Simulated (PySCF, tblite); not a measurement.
**C4H12AsB: geometry, infrared bands and NMR shifts**

Aim: predict the infrared bands and NMR shifts of C4H12AsB (`B[AsH]CC(C)C`).

The runs use tblite 0.8.0 and PySCF 2.14.0, with density-fitted response routines of our own; the level of theory stands in each step. All values are computed, except where a source is named. Atoms count from 0, in the outputs and in this text.

**1. The molecule as given**

18 atoms, charge 0, multiplicity 1; geometry from: force field or distance geometry start.

Bonds of the start (Å): B0–As1 2.07, As1–C2 1.95, C2–C3 1.52, C3–C4 1.54, C3–C5 1.50, B0–H6 1.20, B0–H7 1.20, As1–H8 1.53, C2–H9 1.12, C2–H10 1.10, C3–H11 1.10, C4–H12 1.13, C4–H13 1.09, C4–H14 1.09, C5–H15 1.14, C5–H16 1.10, C5–H17 1.12.

**2. Relaxing the molecule with GFN2-xTB**

The job: settings as JSON, then the geometry in Å.

```
{"job": {"kind": "relax", "xc": "GFN2-xTB", "basis": "xTB"}, "charge": 0, "multiplicity": 1}
B      3.529700     0.518000    -0.322000
As     1.638800     1.315200    -0.036000
C      0.408400    -0.063300     0.594400
C     -0.752600    -0.329300    -0.352900
C     -1.575900    -1.428500     0.350800
C     -1.642800     0.883300    -0.336400
H      3.537600    -0.406100    -1.085300
H      4.150200     0.328800     0.688200
H      1.176700     2.092400    -1.276100
H     -0.048300     0.287900     1.558800
H      0.992200    -0.979200     0.777200
H     -0.454400    -0.673900    -1.350300
H     -1.190800    -1.607800     1.393400
H     -2.609000    -1.088800     0.394500
H     -1.444800    -2.348300    -0.222200
H     -2.172700     0.861700     0.672200
H     -1.068500     1.825200    -0.387500
H     -2.482600     0.819100    -1.072500
```

On the command line:

```
$ OMP_NUM_THREADS=1 python probes_run.py task.json out
```

This one command runs all jobs of the session in turn.

**Question.** This job is followed by: GFN2-xTB harmonic vibrations, gas phase; GIAO PBE0/pcSseg-1 NMR shielding, non-relativistic, gas phase. What will the session give for the following? strongest single infrared mode (GFN2-xTB); zero-point energy (GFN2-xTB); 13C shifts against TMS (PBE0/pcSseg-1, means over atoms taken as alike); 1H shifts against TMS (PBE0/pcSseg-1, means over atoms taken as alike); 11B shifts against BF3·OEt2 (PBE0/pcSseg-1); 75As shifts against AsH3 (PBE0/pcSseg-1).

The runs gave:

```
                                                               quantity                              value
                              strongest single infrared mode (GFN2-xTB)              1862 cm⁻¹, 723 km/mol
                                           zero-point energy (GFN2-xTB)                      92.2 kcal/mol
13C shifts against TMS (PBE0/pcSseg-1, means over atoms taken as alike)               33.4, 32.8, 25.7 ppm
 1H shifts against TMS (PBE0/pcSseg-1, means over atoms taken as alike)  10.06, 3.94, 2.00, 1.34, 1.16 ppm
                            11B shifts against BF3·OEt2 (PBE0/pcSseg-1)                          107.1 ppm
                               75As shifts against AsH3 (PBE0/pcSseg-1)                            456 ppm
```

Relaxing lowered the energy by 1.923 eV in 166 steps; the close pair that moved most is B0–As1, from 2.072 to 1.971 Å. All 48 modes are real, so the xTB geometry is a minimum. The strongest single mode, at 1862 cm⁻¹, moves mainly H8. GFN2-xTB is a fitted tight-binding method: band positions and strengths are rough. Its intensities can rank the bands wrongly. At PBE0/pcSseg-1: The widest tensor belongs to As1: span 424 ppm, with a paramagnetic part of -1344 ppm. Spin-orbit coupling is left out, which matters for shieldings and couplings at and beside the heavy atoms.
